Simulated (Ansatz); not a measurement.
# NbPdSe4: the cost of one run

Program: Ansatz 0.2.0. Level of theory: DFT PBE, scalar-relativistic, plane waves, PAW. These are calculated values, not measurements.

### Step 1. The system as given

The structure is trigonal, space group P-3m1 (No. 164). Conventional cell: a = 3.613 Å, b = 3.613 Å, c = 13.677 Å, α = 90.00°, β = 90.00°, γ = 120.00°. Around Nb (site symmetry -3m) lie 6 Se at 2.73 Å. Around Pd (site symmetry -3m) lie 6 Se at 2.67 Å. Se (site symmetry 3m) is surrounded by 3 Pd at 2.67 Å. Around Se (site symmetry 3m) lie 3 Nb at 2.73 Å.

As a file:

```
Nb Pd Se
1.0
     3.61296    0.00000    0.00000
    -1.80648    3.12892    0.00000
     0.00000    0.00000   13.67705
Nb Pd Se
1 1 4
Direct
  0.00000 0.00000 0.50000
  0.00000 0.00000 0.00000
  0.33333 0.66667 0.87803
  0.33333 0.66667 0.37132
  0.66667 0.33333 0.62868
  0.66667 0.33333 0.12197
```

Recipe of the guess: species swapped into a database cell of ZrTaTe4 (P-3m1, No. 164), with Nb on the Zr sites, Pd on the Ta sites and Se on the Te sites. Its size is a rough estimate.

### Step 2. The guess as it stands, on a coarse mesh

input.yaml reads:

```yaml
crystal:
  lattice:
    - [3.61296426, 0.0, 0.0]
    - [-1.80648213, 3.12891884, 0.0]
    - [0.0, 0.0, 13.67704562]
  atoms:
    - { symbol: Nb, position: [0.0, 0.0, 0.5] }
    - { symbol: Pd, position: [0.0, 0.0, 0.0] }
    - { symbol: Se, position: [0.33333333, 0.66666667, 0.87803] }
    - { symbol: Se, position: [0.33333333, 0.66666667, 0.37132001] }
    - { symbol: Se, position: [0.66666667, 0.33333333, 0.62867999] }
    - { symbol: Se, position: [0.66666667, 0.33333333, 0.12197] }
basis:
  ecutwfc: 420
kpoints:
  mp_grid: { grid: [6, 6, 2] }
hamiltonian:
  xc: pbe
scf:
  occupations: { method: gaussian, width: 0.1 }
  lower_state_search: "off"
output:
  forces: true
  stress: true
  eigenvalues: true
```

Command:

```
$ ansatz run input.yaml --threads 1 --pin off --max-ram 2560MiB --backend cpu --events-out ev --progress --plain --runs-dir out
```

What time and memory should one allow on 1 thread of AMD EPYC 7R43 (Zen 3), shared host?

About 4.5 s, with a peak of 0.52 GiB.
